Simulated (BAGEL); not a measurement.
# SiPH5O2 (SMILES O[SiH](O)P): HF/6-31G(d) (density fitting with qzvpp-jkfit, spherical functions)

What is the vertical ionisation energy of SiPH5O2 at HF/6-31G* (density fitting with qzvpp-jkfit, spherical functions)? 

The results are computed with BAGEL 1.2.2.

1 further run of the same task is left out (it didn't finish).

## (1) The system as given

SiPH5O2 has 9 atoms, charge 0, and is taken as a singlet. As SMILES, `O[SiH](O)P`. The coordinates come from a GFN2-xTB relaxation. This is one conformer, not always the lowest.

Bond lengths: O1–Si2 1.618 Å, Si2–O3 1.632 Å, Si2–P4 2.237 Å, O1–H5 0.953 Å, Si2–H6 1.464 Å, O3–H7 0.952 Å, P4–H8 1.380 Å, P4–H9 1.386 Å. Some angles: O1–Si2–O3 106.1°, O1–Si2–P4 105.4°, O3–Si2–P4 110.7°, O1–Si2–H6 109.6°, O3–Si2–H6 108.5°, P4–Si2–H6 116.1°, Si2–O1–H5 119.4°, Si2–O3–H7 121.3°, Si2–P4–H8 94.9°, Si2–P4–H9 95.3°.

## (2) A single-point energy at HF/6-31G(d) (density fitting with qzvpp-jkfit, spherical functions)

job.json reads:

```json
{ "bagel" : [

{
  "title" : "molecule",
  "basis" : "6-31gs.json",
  "df_basis" : "qzvpp-jkfit",
  "angstrom" : true,
  "geometry" : [
    { "atom" : "O", "xyz" : [   -0.598440,    0.732470,   -1.513690 ] },
    { "atom" : "Si", "xyz" : [    0.207740,    0.343260,   -0.166420 ] },
    { "atom" : "O", "xyz" : [    1.601890,   -0.349340,   -0.656660 ] },
    { "atom" : "P", "xyz" : [   -1.084670,   -1.145630,    0.891320 ] },
    { "atom" : "H", "xyz" : [   -0.114980,    0.885170,   -2.321200 ] },
    { "atom" : "H", "xyz" : [    0.531970,    1.560420,    0.580470 ] },
    { "atom" : "H", "xyz" : [    2.142750,   -0.850900,   -0.055190 ] },
    { "atom" : "H", "xyz" : [   -2.132590,   -0.271040,    1.092610 ] },
    { "atom" : "H", "xyz" : [   -0.553670,   -0.904410,    2.148760 ] }
  ]
},
{ "title" : "hf" },
{ "title" : "print", "file" : "orbitals.molden", "orbitals" : true }

]}
```

The basis set 6-31G* is read from a file made from the Basis Set Exchange's data (not shown).

The run is started by

```bash
$ BAGEL_NUM_THREADS=1 BAGEL job.json > job.out
```

What it wrote:

```text
* using 1 threads per process

  ===============================================================
  ===============================================================

  *** Geometry ***

  { "atom" : "O", "xyz" : [     -1.130888,      1.384168,     -2.860460 ] },
  { "atom" : "Si", "xyz" : [      0.392572,      0.648667,     -0.314488 ] },
  { "atom" : "O", "xyz" : [      3.027133,     -0.660157,     -1.240908 ] },
  { "atom" : "P", "xyz" : [     -2.049729,     -2.164927,      1.684351 ] },
  { "atom" : "H", "xyz" : [     -0.217281,      1.672729,     -4.386432 ] },
  { "atom" : "H", "xyz" : [      1.005278,      2.948766,      1.096929 ] },
  { "atom" : "H", "xyz" : [      4.049211,     -1.607968,     -0.104294 ] },
  { "atom" : "H", "xyz" : [     -4.030011,     -0.512191,      2.064734 ] },
  { "atom" : "H", "xyz" : [     -1.046285,     -1.709087,      4.060568 ] },

  Number of auxiliary basis functions:      500

  Since a DF basis is specified, we compute 2- and 3-index integrals:
    o Being stored without compression. Storage requirement is 0.022 GB

  Number of basis functions:       74
  Number of electrons      :       50

    * METHOD: MOLECULE                             0.38

  *** RHF ***

  === Nuclear Repulsion ===
   232.6771551075

      * DIIS with orbital gradients will be used.

  === RHF iteration (6-31gs.json) ===
      0       -782.07211221          0.02525963           0.08
      1       -782.24947515          0.01564331           0.07
      2       -782.34602360          0.00150284           0.07
      3       -782.34764581          0.00022673           0.07
      4       -782.34770305          0.00006982           0.07
      5       -782.34770848          0.00002313           0.07
      6       -782.34770893          0.00000931           0.07
      7       -782.34770900          0.00000176           0.07
      8       -782.34770900          0.00000041           0.07
      9       -782.34770900          0.00000016           0.07
     10       -782.34770900          0.00000006           0.07
     11       -782.34770900          0.00000002           0.07
     12       -782.34770900          0.00000001           0.07
    * SCF iteration converged.

    * Permanent dipole moment:
           (   -0.697987,    -0.191488,    -0.324703) a.u.

    * METHOD: HF                                   1.14

    * METHOD: PRINT                                0.01

  ===============================================================
```

It took 1.8 s on 1 thread of Intel Xeon Platinum 8259CL at 2.50GHz (Skylake/Cascade Lake), shared host; peak memory 0.11 GiB.

## (3) The doublet cation at the same level

input.json reads:

```json
{ "bagel": [

{
  "title": "molecule",
  "basis": "6-31gs.json",
  "df_basis": "qzvpp-jkfit",
  "angstrom": "true",
  "geometry": [
    { "atom": "O", "xyz": [      -0.598440,       0.732470,      -1.513690 ] },
    { "atom": "Si", "xyz": [       0.207740,       0.343260,      -0.166420 ] },
    { "atom": "O", "xyz": [       1.601890,      -0.349340,      -0.656660 ] },
    { "atom": "P", "xyz": [      -1.084670,      -1.145630,       0.891320 ] },
    { "atom": "H", "xyz": [      -0.114980,       0.885170,      -2.321200 ] },
    { "atom": "H", "xyz": [       0.531970,       1.560420,       0.580470 ] },
    { "atom": "H", "xyz": [       2.142750,      -0.850900,      -0.055190 ] },
    { "atom": "H", "xyz": [      -2.132590,      -0.271040,       1.092610 ] },
    { "atom": "H", "xyz": [      -0.553670,      -0.904410,       2.148760 ] }
  ]
},

{
  "title": "uhf",
  "charge": 1,
  "nopen": 1
},

{
  "title": "print",
  "file": "orbitals.molden",
  "orbitals": "true"
}

]}
```

The basis set 6-31G* is read from a file made from the Basis Set Exchange's data (not shown).

The run is started by

```bash
$ BAGEL_NUM_THREADS=1 BAGEL input.json > input.out
```

What it wrote:

```text
* using 1 threads per process

  ===============================================================
  ===============================================================

  *** Geometry ***

  { "atom" : "O", "xyz" : [     -1.130888,      1.384168,     -2.860460 ] },
  { "atom" : "Si", "xyz" : [      0.392572,      0.648667,     -0.314488 ] },
  { "atom" : "O", "xyz" : [      3.027133,     -0.660157,     -1.240908 ] },
  { "atom" : "P", "xyz" : [     -2.049729,     -2.164927,      1.684351 ] },
  { "atom" : "H", "xyz" : [     -0.217281,      1.672729,     -4.386432 ] },
  { "atom" : "H", "xyz" : [      1.005278,      2.948766,      1.096929 ] },
  { "atom" : "H", "xyz" : [      4.049211,     -1.607968,     -0.104294 ] },
  { "atom" : "H", "xyz" : [     -4.030011,     -0.512191,      2.064734 ] },
  { "atom" : "H", "xyz" : [     -1.046285,     -1.709087,      4.060568 ] },

  Number of auxiliary basis functions:      500

  Since a DF basis is specified, we compute 2- and 3-index integrals:
    o Being stored without compression. Storage requirement is 0.022 GB

  Number of basis functions:       74
  Number of electrons      :       50

    * METHOD: MOLECULE                             0.43

  *** Open-shell HF ***

  === Nuclear Repulsion ===
   232.6771551075

      * DIIS with orbital gradients will be used.

  === UHF iteration (6-31gs.json) ===
      0       -781.71105969          0.05189054           0.14
      1       -781.90308658          0.03423978           0.14
      2       -781.97492205          0.02237316           0.14
      3       -782.02433060          0.00136089           0.14
      4       -782.02562838          0.00059001           0.14
      5       -782.02598865          0.00038233           0.14
      6       -782.02623459          0.00025131           0.14
      7       -782.02635807          0.00016165           0.14
      8       -782.02642982          0.00009105           0.14
      9       -782.02645984          0.00003225           0.14
     10       -782.02646248          0.00001135           0.15
     11       -782.02646281          0.00000561           0.14
     12       -782.02646291          0.00000263           0.15
     13       -782.02646296          0.00000146           0.15
     14       -782.02646298          0.00000074           0.14
     15       -782.02646298          0.00000035           0.14
     16       -782.02646298          0.00000014           0.14
     17       -782.02646298          0.00000007           0.15
     18       -782.02646298          0.00000003           0.15
     19       -782.02646298          0.00000001           0.15
     20       -782.02646298          0.00000001           0.14
    * SCF iteration converged.

    * S^2 (UHF) is 0.7621

    * Permanent dipole moment:
           (    0.551210,     1.048820,    -1.742667) a.u.

    * METHOD: UHF                                  3.24

    * METHOD: PRINT                                0.01

  ===============================================================
```

It took 4.2 s on 1 thread of Intel Xeon Platinum 8259CL at 2.50GHz (Skylake/Cascade Lake), shared host; peak memory 0.11 GiB.

## (4) Summary of results

At HF/6-31G* (density fitting with qzvpp-jkfit, spherical functions):

```
                                          quantity          value
                     singlet SiPH5O2: total energy  -782.34771 Eh
                    singlet SiPH5O2: dipole moment         2.02 D
                      singlet SiPH5O2: HOMO energy       -9.87 eV
                      singlet SiPH5O2: LUMO energy        3.98 eV
                    singlet SiPH5O2: HOMO–LUMO gap       13.85 eV
                      doublet cation: total energy  -782.02646 Eh
                              doublet cation: ⟨S²⟩          0.762
vertical ionisation energy (to the doublet cation)       8.742 eV
```

What this shows: The vertical ionisation energy comes to 8.74 eV (202 kcal/mol). −ε(HOMO) before ionisation, 9.87 eV, is 1.13 eV above this ionisation energy.
